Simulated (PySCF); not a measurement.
# H6Re (Re(H)6): the cost of one run

Method: PBE, Re def2-SVP with ECP60, H def2-SVP; scalar-relativistic core potentials, no spin–orbit coupling; program: PySCF 2.14.0.

1 further run of the same task is left out (for a known fault of the program).

### 1 Starting geometry

7 atoms, charge 0, spin multiplicity 2.

Bond lengths: Re1–H2 1.656 Å, Re1–H3 1.656 Å, Re1–H4 1.656 Å, Re1–H5 1.666 Å, Re1–H6 1.666 Å, Re1–H7 1.666 Å. Angles: H2–Re1–H3 65.0°, H2–Re1–H4 65.0°, H2–Re1–H5 72.2°, H2–Re1–H6 124.5°, H2–Re1–H7 124.5°, H3–Re1–H4 65.0°, H3–Re1–H5 124.5°, H3–Re1–H6 72.2°, H3–Re1–H7 124.5°, H4–Re1–H5 124.5°, H4–Re1–H6 124.5°, H4–Re1–H7 72.2°, H5–Re1–H6 108.3°, H5–Re1–H7 108.3°, H6–Re1–H7 108.3°.

As a file:

```
Re    0.0000    0.0000   -0.1447
H     1.0283    0.0000    1.1540
H    -0.5141    0.8905    1.1540
H    -0.5142   -0.8905    1.1540
H     1.5596    0.0000   -0.7307
H    -0.7798    1.3507   -0.7307
H    -0.7798   -1.3506   -0.7307
```

Formal oxidation states: Re +6. An earlier session relaxed this geometry at PBE, Re def2-SVP with ECP60, H def2-SVP (doublet, point group C3v).

Its energy there is -81.775331 Eh.

### 2 Atoms moved at random, σ = 0.03 Å

Contents of run.py (the lines that set the calculation):

```python
mol = gto.M(atom='''
Re     0.06232    -0.04088    -0.18938
H      1.06185    -0.03740     1.11874
H     -0.52328     0.90275     1.16021
H     -0.52309    -0.88766     1.12972
H      1.52218     0.04499    -0.69584
H     -0.76731     1.34939    -0.72921
H     -0.83266    -1.33119    -0.66918''',
    basis={'Re': 'def2-SVP', 'H': 'def2-SVP'},
    ecp={'Re': 'def2-SVP'},
    charge=0, spin=1)
mf = dft.UKS(mol, xc='PBE')
mf.grids.atom_grid = (50, 194)
mf = mf.density_fit()  # fitting sets: Re def2-universal-JKFIT, H def2-universal-JKFIT
mf.conv_tol = 1e-08; mf.max_cycle = 55
mf.kernel(dm0)  # dm0: the density of the relaxed state
```

Started as:

```bash
$ OMP_NUM_THREADS=2 python run.py
```

**Question.** How long does this run take on 2 threads of Arm Neoverse V2, shared host?

About 2.4 s.
